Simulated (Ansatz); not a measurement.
# C₃H₄F₄O: a ladder of functionals and wavefunction methods

An exercise on one series of results from a longer session: the logs are not shown, and one member is left open.

The runs use Ansatz 0.2.0, Gaussian basis; functionals in def2-TZVPP, the program's frozen cores in correlated methods.

Levels to be run: PBE-D4, r2SCAN-D4, PBE0-D4, B3LYP-D4, ωB97X-V, ωB97M-V, B2PLYP; CCSD(T)/def2-TZVPP; MP2/def2-QZVPP; extrapolation to the limit.

## The relaxed structure

The geometry comes from an earlier relaxation with PBE0-D4 in a triple-zeta def2 set; it is a stationary point, not always the lowest conformer.

12 atoms, charge 0, spin multiplicity 1.

Atoms are counted from 1 here; the program's logs count them from 0.

Bond lengths: F1–C2 1.370 Å, C2–O3 1.385 Å, C2–H9 1.094 Å, C2–H10 1.090 Å, O3–C4 1.376 Å, C4–F5 1.371 Å, C4–C6 1.520 Å, C4–H11 1.095 Å, C6–F7 1.348 Å, C6–F8 1.348 Å, C6–H12 1.095 Å. Angles: F1–C2–O3 110.3°, F1–C2–H9 107.6°, F1–C2–H10 108.7°, O3–C2–H9 111.6°, O3–C2–H10 106.6°, H9–C2–H10 112.0°, C2–O3–C4 115.1°, O3–C4–F5 110.1°, O3–C4–C6 107.3°, O3–C4–H11 112.7°, F5–C4–C6 108.1°, F5–C4–H11 107.9°, C6–C4–H11 110.7°, C4–C6–F7 109.0°, C4–C6–F8 109.0°, C4–C6–H12 111.8°, F7–C6–F8 108.2°, F7–C6–H12 109.4° and more.

The first run:

File in.yaml:

```yaml
crystal:
  periodic: [false, false, false]
  atoms:
    - {symbol: F, position_ang: [-0.961837, 1.719500, -1.491171]}
    - {symbol: C, position_ang: [-1.512883, 0.586828, -0.952745]}
    - {symbol: O, position_ang: [-0.518287, -0.310456, -0.599135]}
    - {symbol: C, position_ang: [0.218568, 0.042174, 0.507886]}
    - {symbol: F, position_ang: [-0.505587, -0.189587, 1.649321]}
    - {symbol: C, position_ang: [1.446293, -0.853874, 0.537351]}
    - {symbol: F, position_ang: [2.226456, -0.565808, -0.523316]}
    - {symbol: F, position_ang: [2.149572, -0.598171, 1.658677]}
    - {symbol: H, position_ang: [-2.110026, 0.888821, -0.086992]}
    - {symbol: H, position_ang: [-2.117899, 0.096699, -1.715107]}
    - {symbol: H, position_ang: [0.509200, 1.098256, 0.502391]}
    - {symbol: H, position_ang: [1.176429, -1.914373, 0.512840]}
basis:
  gaussian: {orbitals: def2-TZVPP}
hamiltonian: {xc: pbe, dispersion: d4}
output: {forces: true, orbitals: {seedname: orbitals}}
```

Started as:

```console
$ ansatz run in.yaml --threads 2 --pin off --events-out ev --progress --plain --max-ram 22528MiB --backend cuda --devices 0, --max-vram 18GiB
```

Among the steps run: PBE-D4 (GGA); r2SCAN-D4 (meta-GGA); PBE0-D4 (hybrid); B3LYP-D4 (hybrid); ωB97X-V (range-separated); ωB97M-V (range-separated); B2PLYP (double hybrid); CCSD(T) in def2-TZVPP; MP2 in def2-QZVPP.

One table of the session follows, with a row left open; its other results are not shown here.

It belongs to the step «Atomisation energies». 

| method | atomisation energy (eV) |
| --- | --- |
| PBE-D4 | 51.760 |
| r2SCAN-D4 | 50.012 |
| PBE0-D4 | 49.997 |
| B3LYP-D4 | 49.479 |
| ωB97X-V | 49.943 |
| ωB97M-V | 49.936 |
| B2PLYP | 49.152 |
| HF/def2-TZVPP | 34.294 |
| MP2/def2-TZVPP | 50.155 |
| CCSD/def2-TZVPP | 47.380 |
| CCSD(T)/def2-TZVPP | ? |
| MP2/CBS | 51.522 |
| CCSD(T)/CBS | 49.722 |

Q: Estimate the row for CCSD(T)/def2-TZVPP from the others.

As computed: atomisation energy (eV): 48.355. In the column «atomisation energy (eV)» it lies between CCSD/def2-TZVPP (47.380) and B2PLYP (49.152).
